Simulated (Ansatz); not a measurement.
Task: an all-electron equation of state of Al, space group Im-3m, with Ansatz 0.2.0, Python API. Give the script and its output. Level of theory (first run): LDA, LAPW, the default cutoff (141 eV here), 13×13×13 k-points, Methfessel-Paxton smearing of 0.1 eV.

```cif
data_structure
_symmetry_space_group_name_H-M 'P 1'
_symmetry_Int_Tables_number 1
_cell_length_a 2.7561
_cell_length_b 2.7561
_cell_length_c 2.7561
_cell_angle_alpha 109.471
_cell_angle_beta 109.471
_cell_angle_gamma 109.471
_cell_volume 16.12
loop_
_atom_site_label
_atom_site_type_symbol
_atom_site_fract_x
_atom_site_fract_y
_atom_site_fract_z
_atom_site_occupancy
Al1 Al 0.00000 0.00000 0.00000 1
```

`al.py`
```python
"""E(V) of Al on LAPW."""

import ansatz as az
from ase.eos import EquationOfState
from ase.units import GPa
import numpy as np

OCCUPATIONS = "Methfessel-Paxton"
FUNCTIONAL = "lda"
MESH = (13, 13, 13)

vectors0 = np.array([
    [-1.59121869, 1.59121869, 1.59121869],
    [1.59121869, -1.59121869, 1.59121869],
    [1.59121869, 1.59121869, -1.59121869],
])
sites = [
    ("Al", (0.0, 0.0, 0.0)),
]


def build(cell):
    crystal = az.Crystal(lattice=az.Lattice.of(cell))
    for symbol, position in sites:
        crystal = crystal.atom(symbol, position)
    return crystal

volumes, energies = [], []
for scale in np.linspace(0.94, 1.06, 7):
    cell = vectors0 * scale ** (1 / 3)
    job = (
        build(cell).calculation()
        .occupations(OCCUPATIONS)
        .functional(FUNCTIONAL)
        .kpoints(*MESH)
        .pseudopotentials("all_electron", lapw=True, basis_error=0.002)
    )
    data = job.run(threads=1, pin="off").report
    volumes.append(abs(np.linalg.det(cell)) / len(sites))
    energies.append(data["free_energy_ev"] / len(sites))
    print(f"{scale:.3f} {volumes[-1]:9.4f} A^3/atom {energies[-1]:16.5f} eV/atom  (estimated basis error {1000 * data['lapw_basis_errors']['total_ev_per_atom']:.2f} meV/atom)")
v0, e0, bulk = EquationOfState(volumes, energies, eos="birchmurnaghan").fit()
print(f"V0 = {v0:.4f} A^3/atom, B0 = {bulk / GPa:.1f} GPa")
```

Running `python al.py` prints:
```text
0.940   15.1488 A^3/atom      -6582.85335 eV/atom  (estimated basis error 0.66 meV/atom)
0.960   15.4711 A^3/atom      -6582.86254 eV/atom  (estimated basis error 0.65 meV/atom)
0.980   15.7934 A^3/atom      -6582.86775 eV/atom  (estimated basis error 0.66 meV/atom)
1.000   16.1157 A^3/atom      -6582.86939 eV/atom  (estimated basis error 0.67 meV/atom)
1.020   16.4380 A^3/atom      -6582.86783 eV/atom  (estimated basis error 0.67 meV/atom)
1.040   16.7603 A^3/atom      -6582.86339 eV/atom  (estimated basis error 0.68 meV/atom)
1.060   17.0827 A^3/atom      -6582.85644 eV/atom  (estimated basis error 0.67 meV/atom)
V0 = 16.1132 A^3/atom, B0 = 79.3 GPa
```

A third-order Birch-Murnaghan fit through the 7 points has its minimum at 16.11 Å³ an atom, 0.0 % below the typed cell, with a bulk modulus of 79 GPa and dB/dP = 4.6. From that minimum the energy rises by 16.0 meV an atom on the compressed side and 12.9 meV on the expanded side.

Notes:
- All-electron totals depend on functional, relativistic treatment and basis; only differences at equal settings carry meaning.
- For a metal this k-point mesh is coarse: on a finer one energies can move by several to tens of meV an atom and pressures by half a GPa or more, differences at one mesh by less.
- This isn't the structure that Al takes at ambient conditions.
- Wall time of the script: 9.2 s on 1 thread of Arm Neoverse V2, on a shared host, peak memory 0.28 GiB.
